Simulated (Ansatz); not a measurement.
# B6As: the cost of one run

Method: DFT LDA, scalar-relativistic, plane waves, PAW, in Ansatz 0.2.0.

2 further runs of the same task are left out: 2 set aside as unsound or not needed.

## 1. The starting structure

The structure is trigonal, space group R-3m (No. 166). The conventional cell has a = 6.078 Å, b = 6.078 Å, c = 11.749 Å, α = 90.00°, β = 90.00°, γ = 120.00°. B (site symmetry m) has 6 B at 1.76 to 1.88 Å in its first shell of neighbours. B (site symmetry m) has 5 B at 1.71 to 1.79 Å and 1 As at 1.98 Å in its first shell of neighbours. As (site symmetry 3m) is surrounded by 3 B at 1.98 Å.

Structure file:

```xyz
14
Lattice="3.0388 1.7544 3.9163 -3.0388 1.7544 3.9163 0.0000 -3.5089 3.9163" Properties=species:S:1:pos:R:3 pbc="T T T"
B     0.0000   -1.0834    1.3925
B    -0.9383    0.5417    1.3925
B     1.6694   -0.9638    7.5047
B     0.0000    1.9277    7.5047
B    -1.6694   -0.9638    7.5047
B     1.6694    0.9638    4.2443
B    -1.6694    0.9638    4.2443
B     0.0000   -1.9277    4.2443
B     0.9383   -0.5417   10.3565
B     0.0000    1.0834   10.3565
B    -0.9383   -0.5417   10.3565
B     0.9383    0.5417    1.3925
As    0.0000    0.0000    7.0595
As    0.0000    0.0000    4.6894
```

It goes back to an entry of the Materials Project.

It is the result of an earlier relaxation at this level (volume 8.95 Å³/atom; gap on the mesh: 2.66 eV).

## 2. Elastic constants, atoms relaxed

input.yaml reads:

```yaml
crystal:
  lattice:
    - [3.0387590419, 1.7544283509, 3.91631347]
    - [-3.0387590419, 1.7544283509, 3.91631347]
    - [0.0, -3.5088567017, 3.91631347]
  atoms:
    - { symbol: B, position: [0.0155961131, 0.0155961131, 0.3243624077] }
    - { symbol: B, position: [0.0155961131, 0.3243624077, 0.0155961131] }
    - { symbol: B, position: [0.8218781705, 0.2725031721, 0.8218781705] }
    - { symbol: B, position: [0.8218781705, 0.8218781705, 0.2725031721] }
    - { symbol: B, position: [0.2725031721, 0.8218781705, 0.8218781705] }
    - { symbol: B, position: [0.7274968279, 0.1781218295, 0.1781218295] }
    - { symbol: B, position: [0.1781218295, 0.7274968279, 0.1781218295] }
    - { symbol: B, position: [0.1781218295, 0.1781218295, 0.7274968279] }
    - { symbol: B, position: [0.9844038869, 0.6756375923, 0.9844038869] }
    - { symbol: B, position: [0.9844038869, 0.9844038869, 0.6756375923] }
    - { symbol: B, position: [0.6756375923, 0.9844038869, 0.9844038869] }
    - { symbol: B, position: [0.3243624077, 0.0155961131, 0.0155961131] }
    - { symbol: As, position: [0.6008649461, 0.6008649461, 0.6008649461] }
    - { symbol: As, position: [0.3991350539, 0.3991350539, 0.3991350539] }
basis:
  ecutwfc: 420
kpoints:
  mp_grid: { grid: [6, 6, 6] }
hamiltonian:
  xc: lda
scf:
  occupations: { method: fixed }
output:
  forces: true
  stress: true
  eigenvalues: true
elastic:
  mode: relaxed_ion
  stencil: two_point
```

On the command line:

```console
ansatz run input.yaml --threads 4 --pin off --max-ram 12288MiB --backend cpu --events-out ev --progress --plain --runs-dir out
```

**Question.** How long does this run take on 4 threads of Intel Xeon at 2.50GHz (Skylake/Cascade Lake), shared host, and how much memory does it need?

About 5.1 min, with a peak of 0.76 GiB.
